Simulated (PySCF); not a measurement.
# CdCl⁻: changing the method

What do other methods print for CdCl⁻?

Program: PySCF 2.14.0. Level of theory: method and basis as typed in the scripts. These are calculated values, not measurements.

2 further runs of the same task are left out: 2 that didn't finish.

### 1 Starting geometry

CdCl⁻: 2 atoms, charge -1, spin multiplicity 1.

Bond lengths: Cd1–Cl2 2.297 Å.

### 2 Base script

input.py reads:

```python
from pyscf import gto, scf

mol = gto.M(
    atom='Cd 0 0 0; Cl 0 0 2.297',
    basis='crenbl',
    ecp={'Cd': 'crenbl', 'Cl': 'crenbl'},
    charge=-1,
    spin=0,
    verbose=4,
)
mf = scf.RHF(mol)
mf.kernel()
mf.stability(internal=True, external=True)
mf.dip_moment()
print('orbital energies (hartree):', mf.mo_energy[..., max(0, mol.nelec[1]-3):mol.nelec[0]+3].round(4))
```

On the command line:

```sh
> OMP_NUM_THREADS=1 python input.py
```

### 3 Population analysis

Edit 1 changes step after the SCF: stability → analyze.

Changes to input.py since step 2:

```diff
@@ -12,3 +12,3 @@
 mf.kernel()
-mf.stability(internal=True, external=True)
+mf.mulliken_pop()
 mf.dip_moment()
```

### 4 MP2

Edit 2 changes step after the SCF: stability → mp2.

Changes to input.py since step 2:

```diff
@@ -1,2 +1,2 @@
-from pyscf import gto, scf
+from pyscf import gto, scf, mp
 
@@ -12,3 +12,3 @@
 mf.kernel()
-mf.stability(internal=True, external=True)
+mp.MP2(mf).kernel()
 mf.dip_moment()
```

### 5 SCF alone

Edit 3 changes step after the SCF: stability → none.

Changes to input.py since step 2:

```diff
@@ -12,3 +12,2 @@
 mf.kernel()
-mf.stability(internal=True, external=True)
 mf.dip_moment()
```

### 6 Gradient

Edit 4 changes step after the SCF: stability → gradient.

Changes to input.py since step 2:

```diff
@@ -12,3 +12,3 @@
 mf.kernel()
-mf.stability(internal=True, external=True)
+mf.nuc_grad_method().kernel()
 mf.dip_moment()
```

Q: Predict the outcome of this session. Wanted: for each run, E(SCF); from base; gap; after the SCF.

As calculated:

| run | E(SCF) (hartree) | from base (eV) | cycles | gap (eV) | after the SCF |
| --- | --- | --- | --- | --- | --- |
| base | -180.715719 | 0 | 10 | 7.07 | stable |
| population analysis | -180.715719 | 0.0000 | 10 | 7.07 | n/a |
| MP2 | -180.715719 | 0.0000 | 10 | 7.07 | MP2 correlation -7.912 eV |
| SCF alone | -180.715719 | 0.0000 | 10 | 7.07 | n/a |
| gradient | -180.715719 | 0.0000 | 10 | 7.07 | n/a |

What this shows: Total energies from different bases, Hamiltonians or methods carry different errors, so properties are taken as differences within one set-up.
